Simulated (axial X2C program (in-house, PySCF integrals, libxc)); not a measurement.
**CoCO⁺: bond lengths and stretches, held linear**

One table from this session's results is given with a row withheld; the runs are named, their logs left out.

Computed with an in-house X2C program for linear molecules on PySCF integrals. Level: all-electron X2C, two-component (2c) or spin-free, Co dyall-v3z, C dyall-v3z, O dyall-av3z.

All values are calculated.

2 further runs of the same task are left out: 2 set aside as unsound or not needed.

Set-up of the first run:

task.json reads:

```json
{"zs": [27, 6, 8], "q": 1, "bas": ["dyall-v3z", "dyall-v3z", "dyall-av3z"], "r0": [1.81, 1.13], "symm": 0, "scan": ["PBE0", "HF", "BHandHLYP"], "levels": ["PBE0", "HF", "TPSSh"], "nst": 2}
```

Keys: zs atomic numbers; q charge; bas basis sets; r0 starting distance in Å; symm equal bonds; scan levels of the two-bond scan (MP2 follows by itself at each HF point); levels methods; nst determinants followed.

On the command line:

```bash
> python solin.py task.json out
```

Masses Co 58.933, C 12.000, O 15.995 u.

Among the steps run: Scan at PBE0, 2c; Scan at HF, 2c; Scan at BHandHLYP, 2c.

One of the session's tables, all rows but one given; the rest of the session is left out.

```
               level  r(Co–C) (Å)  r(C–O) (Å)  lower stretch (cm⁻¹)  upper stretch (cm⁻¹)
            PBE0, 2c            ?           ?                     ?                     ?
              HF, 2c        1.911       1.092                 413.5                2505.6
       BHandHLYP, 2c        1.940       1.103                 337.3                2381.9
             MP2, 2c        1.852       1.134                 406.9                2159.4
     PBE0, spin-free        1.849       1.119                 427.2                2288.7
BHandHLYP, spin-free        1.940       1.103                 337.5                2382.0
```

**Question.** Estimate the row for PBE0, 2c.

**Answer.** r(Co–C) (Å): 1.849; r(C–O) (Å): 1.119; lower stretch (cm⁻¹): 427.0; upper stretch (cm⁻¹): 2288.6.

Scans not shown above were run alike.

Limits of these values: The molecule was held linear; bending was not examined, so a bent shape may lie lower. Note: functional without a current term on a determinant with orbital currents, of the molecule or an atom.
